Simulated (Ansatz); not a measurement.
# C2H4O2Si: the cost of one run

Program: Ansatz 0.2.0. Level of theory: UKS PBE-D4/def2-SVP. These are calculated values, not measurements.

### Step 1. Starting point

Bond lengths: O1–C2 1.172 Å, C2–C3 1.529 Å, C3–O4 1.494 Å, C2–Si5 1.769 Å, O4–Si5 1.739 Å, C3–H6 1.108 Å, C3–H7 1.093 Å, Si5–H8 1.473 Å, Si5–H9 1.536 Å. Angles (14 of 16 angles, heavy atoms first): O1–C2–C3 140.8°, O1–C2–Si5 130.2°, C3–C2–Si5 88.9°, C2–C3–O4 98.4°, C3–O4–Si5 91.2°, C2–Si5–O4 81.5°, C2–C3–H6 115.9°, C2–C3–H7 118.3°, O4–C3–H6 107.4°, O4–C3–H7 109.6°, C2–Si5–H8 118.6°, C2–Si5–H9 118.5°, O4–Si5–H8 107.5°, O4–Si5–H9 109.0°.

Coordinates:

```xyz
9

O    -1.3924   -0.3488   -1.5888
C    -0.5923   -0.0895   -0.7721
C     0.7388    0.6453   -0.6093
O     1.0163    0.2815    0.8131
Si   -0.4781   -0.6011    0.9174
H     1.5811    0.2620   -1.2188
H     0.7466    1.7331   -0.7173
H    -0.1440   -2.0064    1.2067
H    -1.3876    0.0775    1.9521
```

### Step 2. Relaxing end A

input.yaml reads:

```yaml
crystal:
  periodic: [false, false, false]
  atoms:
    - { symbol: O, position_ang: [-1.3924, -0.3488, -1.5888] }
    - { symbol: C, position_ang: [-0.5923, -0.0895, -0.7721] }
    - { symbol: C, position_ang: [0.7388, 0.6453, -0.6093] }
    - { symbol: O, position_ang: [1.0163, 0.2815, 0.8131] }
    - { symbol: Si, position_ang: [-0.4781, -0.6011, 0.9174] }
    - { symbol: H, position_ang: [1.5811, 0.262, -1.2188] }
    - { symbol: H, position_ang: [0.7466, 1.7331, -0.7173] }
    - { symbol: H, position_ang: [-0.144, -2.0064, 1.2067] }
    - { symbol: H, position_ang: [-1.3876, 0.0775, 1.9521] }
magnetization:
  spin_polarized: true
basis:
  gaussian: { orbitals: def2-SVP }
hamiltonian:
  xc: pbe
  dispersion: d4
relax:
  f_tol: 0.02
  max_steps: 50
output:
  orbitals: {}
```

Launch:

```sh
> ansatz run input.yaml --threads 2 --pin off --max-ram 3072MiB --backend cpu --events-out ev --progress --plain --runs-dir out
```

**Question.** How long does this run take on 2 threads of Intel Xeon Platinum 8259CL at 2.50GHz (Skylake/Cascade Lake), shared host, and how much memory does it need?

About 26 s, with a peak of 0.18 GiB.
